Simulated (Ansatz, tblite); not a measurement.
**In10Sb11 wurtzite ring sphere (In10Sb11H28+): one state, many levels**

An exercise on one series of results from a longer session: the logs are not shown, and one member is left open.

Computed with Ansatz 0.2.0, Gaussian basis. Level: as each input shows.

Plan: GFN1-xTB, GFN2-xTB, PBE-D4/def2-SVP, r2SCAN-D4/def2-SVP, revPBE-D4/def2-SVP, B97M-V/def2-SVP, r2SCAN-D4/def2-mTZVP, MP2/def2-SVP, RPA/def2-SVP.

4 further runs of the same task are left out: 2 for a known fault of the program, 2 set aside as unsound or not needed.

### The geometry

The geometry is that of the singlet, from an earlier relaxation (PBE-D4/def2-SVP).

49 atoms, charge 1, spin multiplicity 1.

Bond lengths: Sb1–In2 2.993 Å, Sb1–In6 2.863 Å, Sb1–H22 1.718 Å, Sb1–H23 1.718 Å, In2–Sb8 2.879 Å, In2–H24 1.733 Å, In2–H25 1.733 Å, Sb3–In4 2.993 Å, Sb3–In7 2.847 Å, Sb3–H26 1.717 Å, Sb3–H27 1.717 Å, In4–Sb9 2.916 Å, In4–H28 1.727 Å, In4–H29 1.728 Å, Sb5–In6 2.881 Å, Sb5–In7 2.898 Å, Sb5–H30 1.720 Å, Sb5–H31 1.714 Å and more. Angles: In2–Sb1–In6 128.0°, In2–Sb1–H22 112.1°, In2–Sb1–H23 112.1°, In6–Sb1–H22 102.0°, In6–Sb1–H23 102.0°, H22–Sb1–H23 95.3°, Sb1–In2–Sb8 98.6°, Sb1–In2–H24 101.2°, Sb1–In2–H25 101.1°, Sb8–In2–H24 108.2°, Sb8–In2–H25 108.2°, H24–In2–H25 133.4°, In4–Sb3–In7 118.4°, In4–Sb3–H26 115.2°, In4–Sb3–H27 115.7°, In7–Sb3–H26 103.2°, In7–Sb3–H27 105.2°, H26–Sb3–H27 96.1° and more.

In, Sb take a core potential in the def2 sets. No spin-orbit coupling is included. The ion is computed in the gas phase, without counter-ions or solvent.

PBE0-D4/def2-SVP was run before; its log isn't repeated, and its numbers join the tables.

The first run:

Tight binding, by tblite at 300 K electronic temperature and without a spin-polarisation term:

```python
tblite.interface.Calculator('GFN1-xTB', numbers, positions, charge=1, uhf=0).singlepoint()
```

Tight binding, by tblite at 300 K electronic temperature and without a spin-polarisation term:

```python
tblite.interface.Calculator('GFN2-xTB', numbers, positions, charge=1, uhf=0).singlepoint()
```

start.molden holds the orbitals of an earlier run on this state, given as this run's starting guess.

File in.yaml:

```yaml
crystal:
  periodic: [false, false, false]
  atoms:
    - {symbol: Sb, position_ang: [-3.044569, -1.757002, -4.035829]}
    - {symbol: In, position_ang: [-3.543580, -2.040437, -1.098590]}
    - {symbol: Sb, position_ang: [1.117658, -4.561573, 0.107373]}
    - {symbol: In, position_ang: [1.186690, -4.936786, 3.075968]}
    - {symbol: Sb, position_ang: [1.204481, -1.838186, -3.820462]}
    - {symbol: In, position_ang: [-0.835901, -0.479759, -5.334817]}
    - {symbol: In, position_ang: [1.218986, -1.909384, -0.923100]}
    - {symbol: Sb, position_ang: [-1.191706, -0.689647, -0.131543]}
    - {symbol: Sb, position_ang: [1.249704, -2.045249, 3.449859]}
    - {symbol: In, position_ang: [-1.166160, -0.677295, 2.746621]}
    - {symbol: Sb, position_ang: [-0.990850, 1.964142, -3.816629]}
    - {symbol: In, position_ang: [-1.041620, 2.009157, -0.919009]}
    - {symbol: Sb, position_ang: [-3.389076, 3.245848, 0.113670]}
    - {symbol: Sb, position_ang: [-1.142096, 2.098250, 3.453070]}
    - {symbol: In, position_ang: [-3.677366, 3.491211, 3.082584]}
    - {symbol: Sb, position_ang: [3.476373, -0.443697, -0.107352]}
    - {symbol: In, position_ang: [3.710099, -0.818602, 2.743371]}
    - {symbol: In, position_ang: [3.214111, 1.854970, -1.862012]}
    - {symbol: Sb, position_ang: [1.356895, 3.230776, -0.104126]}
    - {symbol: Sb, position_ang: [3.295375, 1.897615, 3.625620]}
    - {symbol: In, position_ang: [1.150043, 3.616461, 2.747222]}
    - {symbol: H, position_ang: [-3.114180, -3.266951, -4.851613]}
    - {symbol: H, position_ang: [-4.388105, -1.070558, -4.856790]}
    - {symbol: H, position_ang: [-3.317783, -3.744598, -0.882737]}
    - {symbol: H, position_ang: [-4.900034, -0.983663, -0.885721]}
    - {symbol: H, position_ang: [-0.246482, -5.239301, -0.684671]}
    - {symbol: H, position_ang: [2.297329, -5.436178, -0.782149]}
    - {symbol: H, position_ang: [-0.415083, -5.485503, 3.418360]}
    - {symbol: H, position_ang: [2.779795, -5.557861, 3.325125]}
    - {symbol: H, position_ang: [1.105872, -3.465326, -4.370454]}
    - {symbol: H, position_ang: [2.769871, -1.530576, -4.447689]}
    - {symbol: H, position_ang: [-0.634597, -0.361740, -7.048871]}
    - {symbol: H, position_ang: [1.295880, -1.856122, 5.160959]}
    - {symbol: H, position_ang: [-2.563858, -1.484268, 3.411206]}
    - {symbol: H, position_ang: [-2.450692, 2.691737, -4.363678]}
    - {symbol: H, position_ang: [0.056460, 3.167211, -4.444399]}
    - {symbol: H, position_ang: [-4.657991, 2.403763, -0.678943]}
    - {symbol: H, position_ang: [-3.557299, 4.705668, -0.774280]}
    - {symbol: H, position_ang: [-0.953771, 2.041729, 5.163956]}
    - {symbol: H, position_ang: [-4.954035, 2.379335, 3.425812]}
    - {symbol: H, position_ang: [-3.416985, 5.181113, 3.332233]}
    - {symbol: H, position_ang: [4.719316, -1.433887, -0.768402]}
    - {symbol: H, position_ang: [5.235693, -1.494377, 3.220965]}
    - {symbol: H, position_ang: [2.095027, 1.210461, -3.070702]}
    - {symbol: H, position_ang: [4.696280, 2.710131, -2.102633]}
    - {symbol: H, position_ang: [1.119740, 4.802988, -0.763109]}
    - {symbol: H, position_ang: [3.190966, 1.835605, 5.337969]}
    - {symbol: H, position_ang: [4.782174, 2.755773, 3.565489]}
    - {symbol: H, position_ang: [1.328302, 5.274683, 3.227577]}
basis:
  gaussian: {orbitals: def2-SVP, fitting: {mean_field: def2-universal-jkfit}, initial_orbitals: start.molden}
total_charge: 1
hamiltonian: {xc: pbe, dispersion: d4}
scf: {omitted_lower_state_checks: [starts]}
output: {forces: true, orbitals: {seedname: orbitals}}
```

The run is started by

```sh
ansatz run in.yaml --threads 4 --pin off --events-out ev --progress --plain --max-ram 66560MiB --backend cuda --devices 0, --max-vram 37GiB
```

Steps of the session up to this table: PBE-D4/def2-SVP; r2SCAN-D4/def2-SVP; revPBE-D4/def2-SVP; B97M-V/def2-SVP; r2SCAN-D4/def2-mTZVP; MP2/def2-SVP; RPA/def2-SVP.

One of the session's tables, all rows but one given; the rest of the session is left out.

It belongs to the step «Levels side by side». 

```
               level  HOMO (eV)  LUMO (eV)  gap (eV)
     PBE-D4/def2-SVP      -7.86      -5.31      2.56
  revPBE-D4/def2-SVP          ?          ?         ?
  r2SCAN-D4/def2-SVP      -8.08      -5.19      2.89
r2SCAN-D4/def2-mTZVP      -8.14      -5.26      2.88
     B97M-V/def2-SVP      -8.16      -5.15      3.01
    PBE0-D4/def2-SVP      -8.69      -4.68      4.01
```

Q: Estimate the row for revPBE-D4/def2-SVP from the others.

The run gave: HOMO (eV): -7.82; LUMO (eV): -5.22; gap (eV): 2.60. In the column «HOMO (eV)» it is the highest.
